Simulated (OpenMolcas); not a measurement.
# Rh²⁺ among point charges: CASSCF and CASPT2 levels and susceptibility

How does a field of 5 point charges split the states of Rh²⁺, and what χT follows?

Method: state-averaged CASSCF and CASPT2, spin-orbit coupling by RASSI with atomic mean-field integrals. Code: OpenMolcas 26.06.

### 1 The system

| Property | Result |
| --- | --- |
| Species | Rh²⁺ (rhodium, Z = 45, 43 electrons) |
| Basis | ANO-RCC-VDZP [6s5p3d1f], 43 functions |
| Scalar Hamiltonian | DKH2, point nucleus |
| Inactive shells | 1s 2s 2p 3s 3p 3d 4s 4p |
| Active space | 7 electrons in 5 orbitals (4d) |
| Some configurations of this space | 4d7 |
| Orbitals | optimised for each spin and parity, averaged over all roots |

The outer shells:

4d7
```
4d [↑↓][↑↓][↑ ][↑ ][↑ ]
```

The ion sits among 5 point charges of -2 e arranged as a trigonal bipyramid (D3h), 2.26 Å from the ion, with the axial distance 2.237 Å.

Each step is its own input file, run in one work folder so that later steps find the files of earlier ones. Labels, J, g values, rates, χT and fits are worked out afterwards by a script from the matrices that RASSI stores.

### 2 GATEWAY and SEWARD: basis and integrals

a.inp reads:

```
&GATEWAY
Coord
1

Rh 0.0 0.0 0.0
Basis=ANO-RCC-VDZP
Group=NoSym
NoMove
AngMom=0.0 0.0 0.0
AMFI
XField
5 Angstrom 0
2.260000 0.000000 0.000000 -2.000000
-1.130000 1.957217 0.000000 -2.000000
-1.130000 -1.957217 0.000000 -2.000000
0.000000 0.000000 2.237400 -2.000000
0.000000 0.000000 -2.237400 -2.000000
&SEWARD
```

Run with:

```
$ OMP_NUM_THREADS=1 MOLCAS_MEM=1689 MOLCAS_PROJECT=a pymolcas a.inp > a.log
```

The program printed:

```text
Basis set label: RH.ANO-RCC...6S5P3D1F.

      Electronic valence basis set:
      ------------------
      Associated Effective Charge  45.000000 au
      Associated Actual Charge     45.000000 au
      Nuclear Model: Point charge

      Shell  nPrim  nBasis  Cartesian Spherical Contaminant
         s      21       6        X
         p      18       5        X
         d      13       3                 X
         f       6       1                 X
                  Relativistic Douglas-Kroll-Hess integrals:
                    - DKH order of Hamiltonian: 2
                    - DKH order of Properties : 0
                  Atomic mean-field integrals
```

### 3 CASSCF: quartets, 10 roots

a.inp reads:

```
&RASSCF
FileOrb=start.orb
Symmetry=1
Spin=4
nActEl=7 0 0
Inactive=18
Ras2=5
CIRoot=10 10 1
SDav=10
CIMx=300
Iter=120 100
PrWF=0.3
OrbListing=Nothing
MaxOrb=0
>>> COPY $Project.JobIph JOB001
```

start.orb holds the contracted functions of the basis, ordered by shell, or the orbitals of the step before.

The program printed, shortened:

```text
[...]
      Number of active orbitals                  5
[...]
      Spin quantum number                      1.5
[...]
      Active orbitals                            5
[...]
      Number of CSFs                            10
      Number of root(s) required                10
[...]
      Convergence after 12 iterations
[...]
      Natural orbitals and occupation numbers for root  1
      sym 1:   1.500000   1.500000   1.000000   1.500000   1.500000
      Natural orbitals and occupation numbers for root  2
      sym 1:   1.500000   1.500000   1.000000   1.500000   1.500000
      Natural orbitals and occupation numbers for root  3
      sym 1:   1.257191   1.742809   1.000000   1.742809   1.257191
::    RASSCF root number  1 Total energy:  -4784.34647300
::    RASSCF root number  2 Total energy:  -4784.34628265
::    RASSCF root number  3 Total energy:  -4784.34411451
[...]
::    RASSCF root number  7 Total energy:  -4784.31453982
::    RASSCF root number  8 Total energy:  -4784.28989827
::    RASSCF root number  9 Total energy:  -4784.25962282
::    RASSCF root number 10 Total energy:  -4784.25962282
```

### 4 CASSCF: doublets, 40 roots

a.inp reads:

```
&RASSCF
FileOrb=start.orb
Symmetry=1
Spin=2
nActEl=7 0 0
Inactive=18
Ras2=5
CIRoot=40 40 1
SDav=40
CIMx=300
Iter=120 100
PrWF=0.3
OrbListing=Nothing
MaxOrb=0
>>> COPY $Project.JobIph JOB002
```

The program printed, shortened:

```text
[...]
      Number of active orbitals                  5
[...]
      Spin quantum number                      0.5
[...]
      Active orbitals                            5
[...]
      Number of CSFs                            40
      Number of root(s) required                40
[...]
      Convergence after 10 iterations
[...]
      Natural orbitals and occupation numbers for root  1
      sym 1:   1.026748   1.945180   0.173358   1.943878   1.910836
      Natural orbitals and occupation numbers for root  2
      sym 1:   1.945180   1.910797   0.173317   1.943878   1.026828
      Natural orbitals and occupation numbers for root  3
      sym 1:   1.685259   1.618427   0.770157   1.620708   1.305449
::    RASSCF root number  1 Total energy:  -4784.29548587
::    RASSCF root number  2 Total energy:  -4784.29548586
::    RASSCF root number  3 Total energy:  -4784.28100323
[...]
::    RASSCF root number 27 Total energy:  -4784.22625535
::    RASSCF root number 28 Total energy:  -4784.22625535
::    RASSCF root number 29 Total energy:  -4784.19386618
::    RASSCF root number 30 Total energy:  -4784.18823117
```

### 5 RASSI: spin-orbit coupling between the states

a.inp reads:

```
&RASSI
NrOfJobIphs=2 10 40
1 2 3 4 5 6 7 8 9 10
1 2 3 4 5 6 7 8 9 10 11 12 13 14 15 16 17 18 19 20 21 22 23 24 25 26 27
28 29 30 31 32 33 34 35 36 37 38 39 40
IphNames
JOB001
JOB002
EJob
SpinOrbit
DIPRint=1.0
SOCoupling=1000.0
Subsets=2
Property=9
'ANGMOM' 1 'ANGMOM' 2 'ANGMOM' 3 'MLTPL  1' 1 'MLTPL  1' 2 'MLTPL  1' 3
'AMFI' 1 'AMFI' 2 'AMFI' 3
SOProperty=3
'ANGMOM' 1 'ANGMOM' 2 'ANGMOM' 3
```

The program printed:

```text
SPIN-FREE ENERGIES:
  (Shifted by EMIN (a.u.) =      -4784.3464730038)

 SF State       Relative EMIN(au)   Rel lowest level(eV)    D:o, cm**(-1)      L_eff

     1             0.0000000000        0.0000000000              0.0000         3.0
     2             0.0001903576        0.0051798940             41.7787         3.0
     3             0.0023584920        0.0641778363            517.6292         3.0
     4             0.0099878521        0.2717833009           2192.0802         2.9
     5             0.0099878521        0.2717833009           2192.0802         2.9
     6             0.0319331824        0.8689461601           7008.5234         3.0
     7             0.0319331841        0.8689462066           7008.5238         3.0
    11             0.0509871381        1.3874307092          11190.3833         3.9
    12             0.0509871401        1.3874307623          11190.3838         3.9
     8             0.0565747316        1.5394768721          12416.7184         1.0
    13             0.0654697708        1.7815232196          14368.9538         4.3
    14             0.0654697718        1.7815232484          14368.9540         4.3
    15             0.0709550065        1.9307840886          15572.8239         4.1
    16             0.0712577585        1.9390223887          15639.2703         4.1
    17             0.0723547559        1.9688732108          15880.0334         3.8
    18             0.0775227704        2.1095020493          17014.2815         2.7
    19             0.0775227723        2.1095020998          17014.2819         2.7
    20             0.0780498992        2.1238459532          17129.9729         4.2
    21             0.0780498992        2.1238459532          17129.9729         4.2
    22             0.0840588861        2.2873588164          18448.7930         4.4
     9             0.0868501855        2.3633139427          19061.4124         1.2
    10             0.0868501866        2.3633139741          19061.4127         1.2
    23             0.0913499822        2.4857596504          20049.0037         4.8
    24             0.0914443336        2.4883270820          20069.7114         4.8
    25             0.0957152739        2.6045452879          21007.0745         4.3
    26             0.0957152739        2.6045452879          21007.0745         4.3
    27             0.1057595222        2.8778632077          23211.5321         3.3
    28             0.1057595222        2.8778632077          23211.5321         3.3
    29             0.1063745699        2.8945995087          23346.5195         4.7
    30             0.1063745699        2.8945995087          23346.5195         4.7
    31             0.1079580102        2.9376871149          23694.0445         2.2
    32             0.1082303279        2.9450972569          23753.8113         3.0
    33             0.1082303304        2.9450973230          23753.8119         3.0
    34             0.1095916619        2.9821410414          24052.5896         2.8
    35             0.1095916619        2.9821410414          24052.5896         2.8
    36             0.1122066029        3.0532972116          24626.5028         2.2
    37             0.1202176522        3.2712889684          26384.7249         4.9
    38             0.1202176522        3.2712889684          26384.7249         4.9
    39             0.1526068223        4.1526431847          33493.3261         3.1
    40             0.1582418340        4.3059796645          34730.0682         2.9
Eigenvalues of complex Hamiltonian:
   -----------------------------------
  (Shifted by EMIN (a.u.) =      -4784.3464730038)

 SO State       Relative EMIN(au)   Rel lowest level(eV)    D:o, cm**(-1)     J-value

     1            -0.0096102517        0.0000000000              0.0000         1.7
     2            -0.0096102517        0.0000000000              0.0000         1.7
     3            -0.0042104308        0.1469366133           1185.1237         4.3
     4            -0.0042104308        0.1469366133           1185.1237         4.3
     5            -0.0041752766        0.1478932092           1192.8392         2.4
     6            -0.0041752766        0.1478932092           1192.8392         2.4
     7            -0.0023916841        0.1964272319           1584.2925         4.0
     8            -0.0023916841        0.1964272319           1584.2925         4.0
     9             0.0005981403        0.2777844988           2240.4831         2.8
    10             0.0005981403        0.2777844988           2240.4831         2.8
    11             0.0052612367        0.4046738158           3263.9144         3.0
    12             0.0052612367        0.4046738158           3263.9144         3.0
    13             0.0063207502        0.4335046479           3496.4508         2.1
    14             0.0063207502        0.4335046479           3496.4508         2.1
    15             0.0106627899        0.5516575673           4449.4183         2.6
    16             0.0106627899        0.5516575673           4449.4183         2.6
    17             0.0107272889        0.5534126747           4463.5742         3.2
    18             0.0107272889        0.5534126747           4463.5742         3.2
    19             0.0155280040        0.6840467873           5517.2094         2.1
    20             0.0155280040        0.6840467873           5517.2094         2.1
    21             0.0254973071        0.9553253439           7705.2185         2.4
    22             0.0254973071        0.9553253439           7705.2185         2.4
    23             0.0308862480        1.1019658970           8887.9544         2.3
    24             0.0308862480        1.1019658970           8887.9544         2.3
    25             0.0347171881        1.2062110876           9728.7485         2.3
    26             0.0347171881        1.2062110876           9728.7485         2.3
    27             0.0372518168        1.2751818477          10285.0352         2.3
    28             0.0372518168        1.2751818477          10285.0352         2.3
    29             0.0462902912        1.5211312660          12268.7511         3.6
    30             0.0462902912        1.5211312660          12268.7511         3.6
    31             0.0513743467        1.6594754636          13384.5723         2.5
    32             0.0513743467        1.6594754636          13384.5723         2.5
    33             0.0546111935        1.7475545508          14094.9780         2.1
    34             0.0546111935        1.7475545508          14094.9780         2.1
    35             0.0561858666        1.7904035889          14440.5788         3.2
    36             0.0561858666        1.7904035889          14440.5788         3.2
    37             0.0618106901        1.9434628355          15675.0849         3.8
    38             0.0618106901        1.9434628355          15675.0849         3.8
    39             0.0647492962        2.0234263792          16320.0344         3.1
    40             0.0647492962        2.0234263792          16320.0344         3.1
    41             0.0677864950        2.1060727695          16986.6225         4.5
Weights of the five most important spin-orbit-free states for each spin-orbit state.

 SO State  Total energy (au)           Spin-free states, spin, and weights
 -------------------------------------------------------------------------------------------------------
    1        -0.009610       1 1.5  0.5004    2 1.5  0.4886   21 0.5  0.0044   20 0.5  0.0044   30 0.5  0.0011
    2        -0.009610       1 1.5  0.5004    2 1.5  0.4886   21 0.5  0.0044   20 0.5  0.0044   30 0.5  0.0011
    3        -0.004210       3 1.5  0.7097    5 1.5  0.1356    4 1.5  0.1356   17 0.5  0.0096    6 1.5  0.0018
    4        -0.004210       3 1.5  0.7097    5 1.5  0.1356    4 1.5  0.1356   17 0.5  0.0096    6 1.5  0.0018
    5        -0.004175       1 1.5  0.5003    2 1.5  0.4650    7 1.5  0.0126    6 1.5  0.0126   15 0.5  0.0027
    6        -0.004175       1 1.5  0.5003    2 1.5  0.4650    7 1.5  0.0126    6 1.5  0.0126   15 0.5  0.0027
    7        -0.002392       3 1.5  0.6730    5 1.5  0.1457    4 1.5  0.1457    6 1.5  0.0063    7 1.5  0.0063
    8        -0.002392       3 1.5  0.6730    5 1.5  0.1457    4 1.5  0.1457    6 1.5  0.0063    7 1.5  0.0063
    9         0.000598       2 1.5  0.4145    1 1.5  0.3822    5 1.5  0.0626    4 1.5  0.0626    6 1.5  0.0260
   10         0.000598       2 1.5  0.4145    1 1.5  0.3822    5 1.5  0.0626    4 1.5  0.0626    6 1.5  0.0260
   11         0.005261       4 1.5  0.4014    5 1.5  0.4014    2 1.5  0.0838    1 1.5  0.0809    6 1.5  0.0079
   12         0.005261       4 1.5  0.4014    5 1.5  0.4014    2 1.5  0.0838    1 1.5  0.0809    6 1.5  0.0079
```

These steps: 12 s of run time, 1 thread of Arm Neoverse V1, shared host.

Spin-free states, with their symmetry labels:

```csv
state,degeneracy,E (cm-1),free-ion L (%)
4A1,1,0,F (100)
4A2,1,42,F (100)
4A2,1,518,F (100)
4E,2,2192,F (94)
4E,2,7009,F (100)
2E,2,11190,G (58)
4A2,1,12417,P (100)
2E,2,14369,G (64)
2A2,1,15573,G (87)
2A1,1,15639,G (85)
2A1,1,15880,G (92)
2E,2,17014,P (56)
2E,2,17130,G (75)
2A2,1,18449,H (79)
4E,2,19061,P (94)
2A1,1,20049,H (82)
2A2,1,20070,H (84)
2E,2,21007,H (66)
2E,2,23212,H (33)
2E,2,23347,H (75)
2A2,1,23694,P (78)
2E,2,23754,D (58)
2E,2,24053,D (69)
2A1,1,24627,D (92)
```

With spin-orbit coupling:

```csv
E (cm-1),Degeneracy,Label,2S+1,g
0.0,2,E3/2,4,0.00 0.00 11.92
1185,2,E1/2,4,1.79 6.35 6.35
1193,2,E1/2,4,0.17 0.17 7.98
1584,2,E3/2,4,0.00 0.00 5.28
2240,2,E1/2,4,0.16 0.16 4.59
3264,2,E1/2,4,0.00 0.00 7.23
3496,2,E3/2,4,0.00 0.00 0.44
4449,2,E3/2,4,0.00 0.00 4.12
4464,2,E1/2,4,1.43 4.51 4.51
5517,2,E1/2,4,2.23 2.23 2.70
7705,2,E1/2,4,0.01 0.01 9.83
8888,2,E1/2,4,0.01 0.01 5.97
9729,2,E3/2,4,0.00 0.00 2.03
10285,2,E1/2,4,0.07 0.07 1.94
12269,2,E1/2,2,0.05 0.05 5.94
13385,2,E3/2,4,0.00 0.00 4.46
14095,2,E1/2,4,1.91 4.00 4.00
14441,2,E3/2,2,0.00 0.00 3.67
15675,2,E3/2,2,0.00 0.00 3.63
16320,2,E1/2,2,0.02 0.02 7.72
16987,2,E1/2,2,0.64 1.17 1.17
17458,2,E1/2,2,0.59 0.59 1.20
18597,2,E1/2,2,0.54 2.24 2.24
18815,2,E1/2,2,0.09 0.09 4.01
```

The table of states holds 24 of 33 computed; the rest, higher up, is left out. Labels of spin-orbit levels are those of the rotation subgroup (D3 for D3h). Principal g values are given for doublets only; a zero marks a field direction without first-order Zeeman splitting.

Powder χT (cm³ K/mol): 4.45 at 2 K, 4.45 at 5 K, 4.46 at 10 K, 4.47 at 20 K, 4.50 at 50 K, 4.56 at 100 K, 4.61 at 150 K, 4.66 at 200 K, 4.72 at 250 K, 4.76 at 300 K.

Orbitals of the lowest block (energies include the constant potential of the surroundings):

```csv
shell,space,energy (hartree),mean occupation,⟨r²⟩ (bohr²)
1s,inactive,-855.8868,2.000,0.00140
2s,inactive,-125.7769,2.000,0.0236
2p,inactive,-112.3851,6.000,0.0187
3s,inactive,-22.5020,2.000,0.173
3p,inactive,-17.9713,6.000,0.175
3d,inactive,-10.7081,10.000,0.163
4s,inactive,-2.1719,2.000,1.10
4p,inactive,-0.7913,6.000,1.34
4d,RAS2,,7.000,2.65
```

### 6 CASPT2: IPEA 0.25, imaginary shift 0.1 (closed shells correlated: 4s 4p)

a.inp reads:

```
>>> COPY JOB001 $Project.JobIph
&CASPT2
Multistate=10 1 2 3 4 5 6 7 8 9 10
NoMult
Frozen=14
IPEA=0.25
Imaginary=0.1
MaxIter=60
WThr=0.0 0.3 0.05
PrWF=0.5
NoMix
>>> COPY JOB002 $Project.JobIph
&CASPT2
Multistate=40 1 2 3 4 5 6 7 8 9 10 11 12 13 14 15 16 17 18 19 20 21 22
23 24 25 26 27 28 29 30 31 32 33 34 35 36 37 38 39 40
NoMult
Frozen=14
IPEA=0.25
Imaginary=0.1
MaxIter=60
WThr=0.0 0.3 0.05
PrWF=0.5
NoMix
```

Run with:

```
$ OMP_NUM_THREADS=1 MOLCAS_MEM=1689 MOLCAS_PROJECT=a pymolcas a.inp > a.log
```

The program printed, shortened:

```text
[...]
      Active orbitals                            5
[...]
      E2 (Variational):          -0.3305808234
      Total energy:           -4784.6770538272
[...]
::    CASPT2 Root  1     Total energy:  -4784.67705383
::    CASPT2 Root  2     Total energy:  -4784.67689263
[...]
::    CASPT2 Root 27     Total energy:  -4784.55953426
::    CASPT2 Root 28     Total energy:  -4784.55954111
::    CASPT2 Root 29     Total energy:  -4784.53919010
::    CASPT2 Root 30     Total energy:  -4784.53297695
```

Time for this run: 5.1 s (1 thread of Arm Neoverse V1, shared host).

SS-CASPT2: lowest energy less the reference's lowest, -0.3306 hartree; reference weights 0.923 to 0.933.

Spin-free states, with their symmetry labels:

```csv
state,degeneracy,E (cm-1),free-ion L (%)
4A1,1,0,F (100)
4A2,1,35,F (100)
4A2,1,816,F (100)
4E,2,2151,F (94)
4E,2,8145,F (100)
4A2,1,10500,P (100)
2E,2,10874,G (58)
2E,2,13185,G (64)
2E,2,14452,P (56)
2A2,1,14490,G (87)
2A1,1,14511,G (92)
2A1,1,14529,G (85)
2E,2,16200,G (75)
2A2,1,16948,H (79)
4E,2,17996,P (94)
2A1,1,18771,H (82)
2A2,1,18817,H (84)
2E,2,19773,H (66)
2A2,1,20925,P (78)
2E,2,21302,H (33)
2A1,1,22177,D (92)
2E,2,22286,D (69)
2E,2,22512,D (58)
2E,2,22821,H (75)
```

With spin-orbit coupling:

```
E (cm-1)  Degeneracy  Label  2S+1                g
       0           2   E3/2     4  0.00 0.00 11.92
    1220           2   E1/2     4   0.14 0.14 7.97
    1370           2   E1/2     4   1.76 6.41 6.41
    1770           2   E3/2     4   0.00 0.00 5.17
    2280           2   E1/2     4   0.14 0.14 4.55
    3250           2   E1/2     4   0.00 0.00 7.28
    3530           2   E3/2     4   0.00 0.00 0.33
    4450           2   E1/2     4   1.59 4.47 4.47
    4530           2   E3/2     4   0.00 0.00 4.37
    5550           2   E1/2     4   2.10 2.10 2.58
    8740           2   E1/2     4   0.01 0.01 9.80
    9910           2   E1/2     4   0.01 0.01 5.95
   10750           2   E3/2     4   0.00 0.00 2.02
   11290           2   E1/2     4   0.05 0.05 1.85
   11630           2   E3/2     4   0.00 0.00 5.40
   11960           2   E1/2     2   0.06 0.06 5.94
   12180           2   E1/2     4   1.82 3.93 3.93
   13610           2   E3/2     2   0.00 0.00 3.10
   14620           2   E3/2     2   0.00 0.00 3.44
   15350           2   E1/2     2   0.04 0.04 7.78
   15600           2   E1/2     2   1.02 4.69 4.69
   15870           2   E1/2     2   0.27 2.64 2.64
   16720           2   E1/2     2   1.00 2.45 2.45
   17270           2   E3/2     2   0.00 0.00 3.76
```

Powder χT (cm³ K/mol): 4.45 at 2 K, 4.45 at 5 K, 4.45 at 10 K, 4.47 at 20 K, 4.50 at 50 K, 4.55 at 100 K, 4.60 at 150 K, 4.65 at 200 K, 4.70 at 250 K, 4.75 at 300 K.

### 7 The methods side by side

A. CASSCF
B. SS-CASPT2, IPEA 0.25, imaginary shift 0.1 (closed shells correlated: 4s 4p)

```csv
method,ground state,first state of that spin (cm-1),first gap with spin-orbit (cm-1),χT at 300 K
A,4A1,4A2 41.78,1185.1,4.76
B,4A1,4A2 35.38,1217.0,4.75
```

### 8 Summary of results

```
                                            quantity                                                                        value
                                              method  SS-CASPT2, IPEA 0.25, imaginary shift 0.1 (closed shells correlated: 4s 4p)
                              spin-free ground state                                              4A1, 1-fold in its orbital part
first state of the same spin within the active space                                                             4A2 at 35.4 cm⁻¹
                                        lowest level                                           2-fold E3/2, g = 0.00, 0.00, 11.92
                                          next level                                                                  1217.0 cm⁻¹
                                         χT at 300 K                                                               4.75 cm³ K/mol
                           effective moment at 300 K                                                                      6.16 μB
```

Cost by method:

```csv
method,time of its own steps,time with the reference
A. CASSCF,12 s,12 s
"B. SS-CASPT2, IPEA 0.25, imaginary shift 0.1, +4s 4p",5.1 s,18 s
```

Times are of one thread on a shared host.

**Reading.** The spin-free ground state (4A1) comes to 100 % from free-ion F terms and keeps the highest spin of the shell. χT at 300 K is 4.75, against 1.88 cm³ K/mol for the spin alone, so orbital moment adds to it. An active space of the d shell alone favours high spin; real ions in strong fields can be low spin. CASPT2 does not keep the components of a term degenerate, and the means are used. The field of point charges can differ much from that of real complexes. With metal d orbitals alone active, the gaps between spin states are rough; where two lie within a few thousand cm-1, their order is open. This is an electrostatic model: the charges have no orbitals.
